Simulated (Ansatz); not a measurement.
# CH3FMgO: a rigid scan of the angle H5–C1–H6

An exercise on one series of results from a longer session: the logs are not shown, and one member is left open.

Program: Ansatz 0.2.0, Gaussian basis. Level of theory: single points in def2-TZVPP. These are calculated values, not measurements.

Levels: PBE-D4, r2SCAN-D4, PBE0-D4, B3LYP-D4, wB97M-V, Hartree-Fock, MP2, CCSD, CCSD(T). The scan takes 89.2, 93.7, 98.2, 102.7, 107.2, 111.7, 116.2, 120.7, 125.2°.

Cores are frozen in the correlated methods. The outer core shell of Li, Na, Mg and K is correlated. B3LYP uses VWN-RPA correlation.

19 further runs of the same task are left out: 19 set aside as unsound or not needed.

## Starting geometry

The minimum, relaxed at PBE0-D4: SMILES `C[O][Mg][F]`, 7 atoms, charge 0, spin multiplicity 1.

Atoms are counted from 1 here; the program's logs count them from 0.

Bond lengths: C1–O2 1.378 Å, C1–H5 1.099 Å, C1–H6 1.099 Å, C1–H7 1.099 Å, O2–Mg3 1.751 Å, Mg3–F4 1.751 Å. Angles: O2–C1–H5 111.7°, O2–C1–H6 111.7°, O2–C1–H7 111.7°, H5–C1–H6 107.2°, H5–C1–H7 107.2°, H6–C1–H7 107.2°, C1–O2–Mg3 179.9°, O2–Mg3–F4 180.0°.

Geometry (Å):

```mol
CH3FMgO
  3D, bonds by distance, orders not assigned

  7  6  0  0  0  0  0  0  0  0999 V2000
    0.0371    1.1513    0.1080 C   0  0
    0.0035   -0.2195   -0.0254 O   0  0
   -0.0389   -1.9614   -0.1985 Mg  0  0
   -0.0813   -3.7030   -0.3717 F   0  0
   -0.8034    1.6303   -0.4136 H   0  0
   -0.0175    1.4577    1.1621 H   0  0
    0.9618    1.5767   -0.3066 H   0  0
  1  2  8  0
  1  5  8  0
  1  6  8  0
  1  7  8  0
  2  3  8  0
  3  4  8  0
M  END
```

Energies of the minimum (eV), from earlier single points: PBE-D4 -11289.75864, r2SCAN-D4 -11295.87861, PBE0-D4 -11290.35947, B3LYP-D4 -11300.26817, wB97M-V -11297.19181, CCSD(T) -11282.44533.

At the minimum the angle H5–C1–H6 is 107.2°.

The first run:

ccsdt-tzvpp/in.yaml reads:

```yaml
crystal:
  periodic: [false, false, false]
  atoms:
    - {symbol: C, position_ang: [0.037081, 1.151311, 0.107996]}
    - {symbol: O, position_ang: [0.003516, -0.219464, -0.025420]}
    - {symbol: Mg, position_ang: [-0.038891, -1.961433, -0.198519]}
    - {symbol: F, position_ang: [-0.081299, -3.702951, -0.371692]}
    - {symbol: H, position_ang: [-0.860300, 1.751789, -0.097003]}
    - {symbol: H, position_ang: [-0.017514, 1.457654, 1.162054]}
    - {symbol: H, position_ang: [0.961782, 1.576672, -0.306602]}
basis:
  gaussian: {orbitals: def2-TZVPP}
correlation: {method: ccsd_t}
```

No record of the launch command was kept for these runs.

Steps of the session up to this table: H5–C1–H6 = 89.2°; H5–C1–H6 = 93.7°; H5–C1–H6 = 98.2°; H5–C1–H6 = 102.7°; H5–C1–H6 = 107.2°; H5–C1–H6 = 111.7°; H5–C1–H6 = 116.2°; H5–C1–H6 = 120.7°; H5–C1–H6 = 125.2°.

One table of the session follows, with a row left open; its other results are not shown here.

Energies less that of the minimum at the same level (meV):

| angle (°) | PBE-D4 | PBE0-D4 | B3LYP-D4 | wB97M-V | Hartree-Fock |
| --- | --- | --- | --- | --- | --- |
| 89.2 | 278 | 293 | 296 | 293 | 344 |
| 93.7 | 155 | 165 | 166 | 165 | 194 |
| 98.2 | ? | ? | ? | ? | ? |
| 102.7 | 17 | 18 | 18 | 18 | 23 |
| 107.2 | 0 | 0 | 0 | 0 | 0 |
| 107.2 (minimum) | 0 | 0 | 0 | 0 | 0 |
| 111.7 | 19 | 18 | 19 | 18 | 19 |
| 116.2 | 72 | 73 | 74 | 73 | 81 |
| 120.7 | 161 | 165 | 166 | 164 | 185 |
| 125.2 | 284 | 293 | 295 | 291 | 330 |

**Question.** Estimate the row for angle (°) = 98.2.

Worked estimate for «PBE-D4». A straight line through the neighbours (93.7, 155) and (102.7, 17) gives 155 + (17 − 155) × (98.2 − 93.7) / (102.7 − 93.7) = 86; a parabola fitted to 4 rows on both sides gives 68.

**Answer.** PBE-D4: 68; PBE0-D4: 73; B3LYP-D4: 74; wB97M-V: 73; Hartree-Fock: 87. In «PBE-D4» the line misses by +18 and the parabola by +0.

To keep in mind: A polynomial through the near points puts the CCSD(T) minimum at the PBE0-D4 value.
